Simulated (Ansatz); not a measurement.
Run this with Ansatz 0.2.0 through its Python package and show what comes out.

Script `orders.py`:
```python
"""Magnetic orders of BeCr3 compared."""

import ansatz as az
import numpy as np

FUNCTIONAL = "PBE"
KMESH = (3, 6, 6)
SMEARING = "fermi_dirac"
SMEARING_WIDTH = 0.15


def count_gap(report):
    # lowest empty less highest filled band, counting bands; zero where they overlap
    return max(report.get("gap_by_band_count_ev") or 0.0, 0.0)

CELL = [
    [7.022428, 0.0, 0.0],
    [0.0, 3.511214, 0.0],
    [0.0, 0.0, 3.511214],
]
ATOMS = [
    ("Be", [0.0, 0.0, 0.0]),
    ("Cr", [0.0, 0.5, 0.5]),
    ("Cr", [0.25, 0.0, 0.5]),
    ("Cr", [0.25, 0.5, 0.0]),
    ("Be", [0.5, 0.0, 0.0]),
    ("Cr", [0.5, 0.5, 0.5]),
    ("Cr", [0.75, 0.0, 0.5]),
    ("Cr", [0.75, 0.5, 0.0]),
]


def magnet(moments):
    crystal = az.Crystal(lattice=az.Lattice.of(CELL))
    for (symbol, position), moment in zip(ATOMS, moments):
        crystal = crystal.atom(symbol, position, moment=moment or None)
    return crystal

# starting moments in muB, one an atom
orders = {
    "FM": [0, 2.4, 2.4, 2.4, 0, 2.4, 2.4, 2.4],
    "AFM": [0, 2.4, 2.4, 2.4, 0, -2.4, -2.4, -2.4],
    "AFM-alternating": [0, 2.4, -2.4, 2.4, 0, -2.4, 2.4, -2.4],
    "ferri": [0, 2.4, 2.4, 2.4, 0, 2.4, 2.4, -2.4],
}

rows = []
for label, moments in orders.items():
    job = (
        magnet(moments).calculation()
        .functional(FUNCTIONAL)
        .pseudopotentials("paw")
        .kpoints(mesh=KMESH)
        .occupations(SMEARING, width=SMEARING_WIDTH)
        .spin("collinear")
        .band_table()
    )
    r = job.run(threads=1, pin="off").report
    rows.append((label, r["free_energy_ev"], r["magnetization_mub"], r["absolute_magnetization_mub"], max(abs(m) for m in r["site_moments_mub"]), count_gap(r)))
    print(label, "site moments:", [round(m, 2) for m in r["site_moments_mub"]])

lowest = min(row[1] for row in rows)
rows = [(row[0], 1000 * (row[1] - lowest) / 6, *row[2:]) for row in sorted(rows, key=lambda row: row[1])]
print("         order  meV/magnetic atom         net muB    absolute muB  largest site muB  gap by band count eV")
for row in rows:
    print(f"{str(row[0]):>14s}  {row[1]:17.2f}  {row[2]:14.3f}  {row[3]:14.3f}  {row[4]:16.3f}  {row[5]:20.3f}")
print("lowest of these starts:", rows[0][0])
```

`python orders.py` gives:
```text
DeckWarning: basis.ecutwfc = 420 eV, auto-derived from the records' recommended cutoffs: set by Be (normal level)
RunWarning: the starting moments were not kept: the SCF closed with an absolute magnetisation of 1.3e-5 μB, where they sum to 14.4 μB in size (6 sites). That is at most 0.1 of that sum. Measured as [...]
FM site moments: [0.0, 0.0, -0.0, -0.0, 0.0, 0.0, -0.0, -0.0]
AFM site moments: [-0.0, 0.0, -0.0, -0.0, 0.0, -0.0, 0.0, 0.0]
AFM-alternating site moments: [0.0, -0.0, -0.0, 0.0, -0.0, 0.0, 0.0, -0.0]
ferri site moments: [-0.0, -0.0, -0.0, 0.0, -0.0, -0.0, 0.0, 0.0]
         order  meV/magnetic atom         net muB    absolute muB  largest site muB  gap by band count eV
            FM               0.00          -0.000           0.000             0.000                 0.000
         ferri               0.00           0.000           0.000             0.000                 0.000
           AFM               0.00           0.000           0.000             0.000                 0.000
AFM-alternating               0.00           0.000           0.000             0.000                 0.000
lowest of these starts: FM
```
(Warnings from the package without file and line, shortened, repeats left out.)

What to keep in mind:
- The SCF didn't keep the moments it started from (some shrank, vanished or turned); what is printed is the state reached.
- The mesh is modest for a metal, so energies can be off by several to tens of meV an atom and pressures by half a GPa or more; differences at equal mesh fare better.
- A Fermi-Dirac width this large means warm electrons, whose thermal share enters the free energy.
- A gap by band count of zero or less means overlapping bands, a metal.
- The structure comes from a database of computed cells and needn't be a stable or known phase.
- Gaps and levels are Kohn-Sham values on a finite set of k-points.
- Each row is the state reached from that start at the given structure, not necessarily the lowest of its order; other orders weren't tried.
- Run time: 3.8 min on 1 thread of Intel(R) Xeon(R) 6975P-C (Granite Rapids), on a shared host, peak memory 0.75 GiB.
